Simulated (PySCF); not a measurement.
**SiSCl₂: relaxation and vibrations of the singlet**

The task is one start of a wider search on SiSCl₂: the singlet, from a trigonal planar start. It is relaxed, tested by its Hessian and followed downhill if it is a saddle.

Computed with PySCF 2.14.0. Level: PBE0, basis Si def2-TZVP, S def2-TZVP, Cl def2-TZVP, no relativity, density fitting.

## (1) Starting geometry

4 atoms, charge 0, spin multiplicity 1.

Bond lengths: Si1–S2 2.010 Å, Si1–Cl3 2.150 Å, Si1–Cl4 2.150 Å. Angles: S2–Si1–Cl3 120.0°, S2–Si1–Cl4 120.0°, Cl3–Si1–Cl4 120.0°.

```xyz
4
charge 0 multiplicity 1
Si   -0.0420   -0.0728    0.0000
S    -1.0471   -1.8135    0.0000
Cl    2.1080   -0.0729    0.0000
Cl   -1.1170    1.7892    0.0000
```

## (2) Relaxing the singlet from the trigonal planar start

The steps below are one call of a driver around PySCF. For each, scf.py gives the equivalent set-up of the SCF; relaxations use the driver's own optimiser. Before each start the driver seeks the lowest SCF state from one or more starting densities and follows internal instabilities, so scf.py alone need not reach the same state.

The program finds C2v symmetry in the start, which this walk keeps. Threshold on the gradient: 0.0003 Eh/bohr, with a further test on the energy change.

scf.py reads:

```python
from pyscf import gto, scf, dft
mol = gto.M(atom='''
Si    -0.042042    -0.072814    -0.000000
S     -1.047076    -1.813495    -0.000000
Cl     2.107978    -0.072851     0.000000
Cl    -1.117000     1.789187     0.000000''',
    basis={'Si': 'def2-TZVP', 'S': 'def2-TZVP', 'Cl': 'def2-TZVP'},
    charge=0, spin=0)
mf = dft.RKS(mol, xc='PBE0')
mf.grids.atom_grid = (50, 194)
aux = {'Si': 'def2-universal-JKFIT', 'S': 'def2-universal-JKFIT', 'Cl': 'def2-universal-JKFIT'}
mf = mf.density_fit(auxbasis=aux)
mf.kernel()
```

The runs that follow: Hessian and properties.

**Question.** What will these runs give? Wanted: minimum; geometry; wavenumbers; dipole moment; highest occupied, lowest empty level; polar-tensor charge of Si1; zero-point energy; atomisation energy.

The runs gave:

| quantity | value |
| --- | --- |
| minimum | singlet, C2v |
| geometry | Si–Cl 2.017 Å (×2), Si–S 1.925 Å; Cl–Si–Cl 106.6°, Cl–Si–S 126.7° (×2) |
| wavenumbers (cm⁻¹) | 195 (b2), 195 (a1), 240 (b1), 446 (a1), 621 (b2), 818 (a1) |
| dipole moment | 1.93 D |
| highest occupied, lowest empty level | -7.71, -2.15 eV |
| polar-tensor charge of Si1 | +1.46 e |
| zero-point energy | 15.0 kJ/mol |
| entropy at 298.15 K | 312.9 J/(mol K) |
| atomisation energy (no zero-point energy) | 1245 kJ/mol |

In words: The molecule stays C2v, as typed, and the end point is a minimum. The strongest infrared band lies at 818 cm⁻¹ (a1). Only this shape and spin were tried, so other structures or states may lie lower.
